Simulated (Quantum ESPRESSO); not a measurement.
# Nb2Pd under changes of volume

One of the cells (17.001 Å³/atom); the others are scaled copies at fixed shape and fractional positions:

```
Pd Nb
1.0
     0.00000    2.14539    6.53792
     1.81814    0.00000    6.53792
     1.81814    2.14539    0.00000
Pd Nb
1 2
Direct
  0.00000 0.00000 0.00000
  0.66233 0.66233 0.33767
  0.33767 0.33767 0.66233
```

The cell comes from a database or a generator and needn't be the stable form of this composition.

| Item | Value |
| --- | --- |
| Program | Quantum ESPRESSO 7.5 |
| Functional | PBEsol |
| Potentials or basis | GBRV 1.5 PBEsol |
| Cutoff | 612 eV |
| Density cutoff | 4898 eV |
| k mesh | 10 × 10 × 10 |
| Occupations | fermi-dirac, width 0.05 eV |
| Spin | no spin polarisation |

```tsv
volume (Å³/atom)	energy over the lowest point (meV/atom)	pressure (GPa)
15.981	6.75	5.2
16.321	0.00	0.6
16.661	2.45	-3.5
17.001	13.12	-7.1
17.341	31.15	-10.4
17.681	55.76	-13.3
18.021	?	?
```

Task: What does the run at 18.021 Å³/atom give?

Result: Energy over the lowest point 86.25 meV/atom; pressure -15.9 GPa.

Worked out: A Birch-Murnaghan fit of order 3 (a polynomial in V^(-2/3)) to the other rows has its minimum at 16.40 Å³/atom with B0 = V·E''(V) = 204 GPa and B' = 4.4 at fixed shape and positions, which overstates the stiffness. It gives 86.26 meV/atom at 18.021 Å³/atom, against the run's 86.25, and -dE/dV = -15.7 GPa, against -15.9.

Energies are extrapolated to zero smearing.
